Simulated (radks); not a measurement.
**V¹⁴⁺ in [He] 2s2 2p3 3d2: an all-electron calculation**

The task here is to estimate one member of a computed series from the others.

Program: radks (a radial shooting solver on a logarithmic mesh, Libxc functionals) version 1. Level of theory: scalar-relativistic Kohn-Sham, PBE, spin-polarised, spherical densities, finite nucleus; open shells are filled with parallel spins first. These are calculated values, not measurements, unless marked.

### The atom as given

```
element            : vanadium (Z = 23)
charge             : +14
electrons          : 9
configuration      : [He] 2s2 2p3 3d2
nuclear rms radius : 3.6002 fm
```

The outer shells:

V¹⁴⁺
```
[He] core
2s [↑↓]
2p [↑ ][↑ ][↑ ]
3d [↑ ][↑ ][  ][  ][  ]
```

Set-up of the first run:

Input:

```text
Z 23
configuration [He] 2s2 2p3 3d2
relativity scalar-relativistic
functional pbe,pbe
spin polarised
nucleus finite rms 3.6002 fm
c 137.035999084
```

One table of the session follows, with a row left open; its other results are not shown here.

It belongs to the step «Orbitals and density». Radial moments (bohr):

```
  level      <r>  outermost maximum (interpolated)  90 % within
  1s up  0.06628                            0.0435        0.118
1s down  0.06614                            0.0434        0.118
  2s up   0.2905                             0.246        0.447
2s down   0.2922                             0.247        0.450
  2p up   0.2526                             0.197        0.410
2p down        ?                                 ?            ?
  3d up   0.6309                             0.532        0.963
3d down   0.6412                             0.542        0.979
```

**Question.** Estimate the row for 2p down.

The run gave: <r>: 0.2545; outermost maximum (interpolated): 0.198; 90 % within: 0.414. In the column «<r>» it lies between 2p up (0.2526) and 2s up (0.2905).
